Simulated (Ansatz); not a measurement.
**C2H8BNO: one species, many methods**

How much do the methods differ for C2H8BNO? The plan is to run it at one geometry with functionals of several rungs and with coupled cluster, and see how far each lands from CCSD(T) at the basis-set limit for the atomisation energy.

Computed with Ansatz 0.2.0, Gaussian basis. Level: functionals in def2-TZVPP, the program's frozen cores in correlated methods.

Plan: LDA (SPW92), PBE-D4, revPBE-D4, BLYP-D4, r2SCAN-D4, B97M-V, PBE0-D4, B3LYP-D4, r2SCANh-D4, r2SCAN0-D4, HSE06-D4, BHLYP-D4, CAM-B3LYP-D4, LC-ωPBE, ωB97X-V, ωB97M-V, B2PLYP, PBE-QIDH; CCSD(T)/def2-SVP; CCSD(T)/def2-TZVPP; MP2/def2-QZVPP; extrapolation to the limit; RPA on PBE.

**1. The relaxed structure**

An earlier PBE0-D4 in a triple-zeta def2 set relaxation fixed the geometry.

SMILES `COB(C)N`, 13 atoms, charge 0, spin multiplicity 1.

Atoms are counted from 1 here; the program's logs count them from 0.

Bond lengths: C1–O2 1.403 Å, C1–H6 1.096 Å, C1–H7 1.096 Å, C1–H8 1.091 Å, O2–B3 1.375 Å, B3–C4 1.577 Å, B3–N5 1.405 Å, C4–H9 1.092 Å, C4–H10 1.095 Å, C4–H11 1.095 Å, N5–H12 1.002 Å, N5–H13 1.005 Å. Angles: O2–C1–H6 111.9°, O2–C1–H7 111.9°, O2–C1–H8 108.0°, H6–C1–H7 108.3°, H6–C1–H8 108.4°, H7–C1–H8 108.4°, C1–O2–B3 121.5°, O2–B3–C4 122.6°, O2–B3–N5 115.7°, C4–B3–N5 121.7°, B3–C4–H9 112.8°, B3–C4–H10 111.2°, B3–C4–H11 111.2°, H9–C4–H10 107.5°, H9–C4–H11 107.5°, H10–C4–H11 106.1°, B3–N5–H12 123.1°, B3–N5–H13 122.2° and more.

**2. LDA**

This LDA is Slater exchange with PW92 correlation.

Input file in.yaml:

```yaml
crystal:
  periodic: [false, false, false]
  atoms:
    - {symbol: C, position_ang: [-1.624551, 0.183947, 0.962544]}
    - {symbol: O, position_ang: [-0.790384, 0.890942, 0.082808]}
    - {symbol: B, position_ang: [0.372198, 0.340556, -0.404071]}
    - {symbol: C, position_ang: [0.853298, -1.110064, -0.015661]}
    - {symbol: N, position_ang: [1.113104, 1.156093, -1.276485]}
    - {symbol: H, position_ang: [-2.005011, -0.738904, 0.511151]}
    - {symbol: H, position_ang: [-1.109371, -0.075113, 1.894018]}
    - {symbol: H, position_ang: [-2.474732, 0.822956, 1.206446]}
    - {symbol: H, position_ang: [1.795310, -1.385657, -0.493736]}
    - {symbol: H, position_ang: [0.108944, -1.863013, -0.294661]}
    - {symbol: H, position_ang: [0.992086, -1.205523, 1.066261]}
    - {symbol: H, position_ang: [1.976415, 0.867094, -1.695927]}
    - {symbol: H, position_ang: [0.813093, 2.081886, -1.527885]}
basis:
  gaussian: {orbitals: def2-TZVPP}
hamiltonian: {xc: lda}
output: {orbitals: {seedname: orbitals}}
```

The run is started by

```
$ ansatz run in.yaml --threads 4 --pin off --events-out ev --progress --plain --max-ram 10444MiB
```

Further steps of the session: PBE-D4 (GGA); revPBE-D4 (GGA); BLYP-D4 (GGA); r2SCAN-D4 (meta-GGA); B97M-V (meta-GGA); B3LYP-D4 (hybrid); r2SCANh-D4 (hybrid); r2SCAN0-D4 (hybrid); HSE06-D4 (hybrid); BHLYP-D4 (hybrid); CAM-B3LYP-D4 (range-separated); LC-ωPBE (range-separated); ωB97X-V (range-separated); ωB97M-V (range-separated); B2PLYP (double hybrid); PBE-QIDH (double hybrid); CCSD(T) in def2-SVP; CCSD(T) in def2-TZVPP; MP2 in def2-QZVPP; RPA on PBE orbitals.

Q: Predict the results of all the runs planned. Wanted: atomisation energy, CCSD(T)/CBS; farthest beyond LDA; mean size of error, GGA; mean size of error, meta-GGA; mean size of error, hybrid; mean size of error, range-separated; mean size of error, double hybrid; gap, smallest and largest; T1 diagnostic.

As calculated:

```
                               quantity                                                                                   value
        atomisation energy, CCSD(T)/CBS                                                                           5155.0 kJ/mol
 functionals within 25.8 kJ/mol (0.5 %)  revPBE-D4, BLYP-D4, r2SCAN-D4, B97M-V, PBE0-D4, r2SCANh-D4, LC-ωPBE, ωB97X-V, PBE-QIDH
                    farthest beyond LDA                                                                BHLYP-D4 (-114.3 kJ/mol)
                mean size of error, GGA                                                                             48.9 kJ/mol
           mean size of error, meta-GGA                                                                             19.2 kJ/mol
             mean size of error, hybrid                                                                             42.7 kJ/mol
    mean size of error, range-separated                                                                             27.7 kJ/mol
      mean size of error, double hybrid                                                                             25.1 kJ/mol
              gap, smallest and largest                                                   5.89 eV (BLYP-D4), 13.00 eV (LC-ωPBE)
                          T1 diagnostic                                                                                  0.0111
triples share of the correlation energy                                                                                   3.6 %
```

**Reading.** LDA overbinds by 736.4 kJ/mol (14 %). PBE-D4 misses by +112.8 kJ/mol. Double hybrids carry the basis error of their MP2 part in triple zeta, and no dispersion term here, so their miss is partly the set-up's. The rungs meta-GGA, double hybrid miss on average by less than the doubt on the reference (25.8 kJ/mol), so they tie. The reference freezes the cores and leaves out relativity and excitations past (T), so misses under about 25.8 kJ/mol can't be ranked. Hartree-Fock recovers 74 % of the binding; the rest is correlation. CCSD(T) in def2-SVP is off by -236.8 kJ/mol, which most functionals beat. The gap grows from 5.9 to 13.0 eV across the functionals, mostly with the share of exact exchange.
